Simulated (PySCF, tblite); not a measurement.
# C₅H₈F₃P: infrared bands and NMR shifts

What infrared bands and NMR shifts should C₅H₈F₃P (`C[C@@H]1[C@@H](C(F)(F)F)P1C`) show?

Programs: tblite 0.8.0 and PySCF 2.14.0, with density-fitted response routines of our own. Each step states its level of theory. These are calculated values for one molecule in the gas phase, unless marked as measured. Atoms count from 0, in the outputs and in this text.

## Step 1: The starting structure

17 atoms, charge 0, multiplicity 1; geometry from: GFN2-xTB.

Bonds of the start (Å): C0–C1 1.51, C1–C2 1.51, C2–C3 1.49, C3–F4 1.34, C3–F5 1.35, C3–F6 1.35, C2–P7 1.86, P7–C8 1.85, P7–C1 1.86, C0–H9 1.09, C0–H10 1.09, C0–H11 1.09, C1–H12 1.09, C2–H13 1.09, C8–H14 1.09, C8–H15 1.09, C8–H16 1.09.

## Step 2: Vibrational analysis with GFN2-xTB

Job settings and geometry (Å):

```
{"job": {"kind": "ir", "xc": "GFN2-xTB", "basis": "xTB"}, "charge": 0, "multiplicity": 1}
C     -0.364568    -2.332578     0.428117
C      0.077980    -0.894189     0.329924
C     -0.828522     0.074225    -0.398280
C     -1.186161     1.394074     0.205308
F     -0.451879     1.725541     1.279563
F     -1.058549     2.421130    -0.659024
F     -2.468769     1.419227     0.614403
P      0.794451    -0.249432    -1.256333
C      1.848889     1.145610    -0.642179
H     -1.148579    -2.436473     1.177573
H      0.472153    -2.965367     0.714892
H     -0.748717    -2.681758    -0.527849
H      0.523067    -0.513098     1.244989
H     -1.695249    -0.361423    -0.888707
H      2.881971     0.903727    -0.889229
H      1.578076     2.057372    -1.172629
H      1.767411     1.305440     0.429550
```

**Question.** This job is followed by: GIAO PBE0/pcSseg-1 NMR shielding, non-relativistic, gas phase. What will the session give for the following? strongest single infrared mode (GFN2-xTB); zero-point energy (GFN2-xTB); 13C shifts against TMS (PBE0/pcSseg-1); 1H shifts against TMS (PBE0/pcSseg-1, means over atoms taken as alike); 19F shifts against CFCl3 (PBE0/pcSseg-1, means over atoms taken as alike); 31P shifts against H3PO4 (PBE0/pcSseg-1).

The runs gave:

| quantity | value |
| --- | --- |
| strongest single infrared mode (GFN2-xTB) | 1033 cm⁻¹, 245 km/mol |
| zero-point energy (GFN2-xTB) | 76.5 kcal/mol |
| 13C shifts against TMS (PBE0/pcSseg-1) | 136.4, 32.2, 30.7, 20.8, 10.5 ppm |
| 1H shifts against TMS (PBE0/pcSseg-1, means over atoms taken as alike) | 1.77, 1.46, 1.31, 0.98 ppm |
| 19F shifts against CFCl3 (PBE0/pcSseg-1, means over atoms taken as alike) | -67.3 ppm |
| 31P shifts against H3PO4 (PBE0/pcSseg-1) | -213.6 ppm |

In words: No mode is imaginary among the 45: a minimum at this level. The strongest single mode, at 1033 cm⁻¹, moves mainly C3. GFN2-xTB is a fitted tight-binding method: band positions and strengths are rough. Its intensities can rank the bands wrongly. At PBE0/pcSseg-1: Shielding is most anisotropic at P7 (span 570 ppm, paramagnetic term -435 ppm).
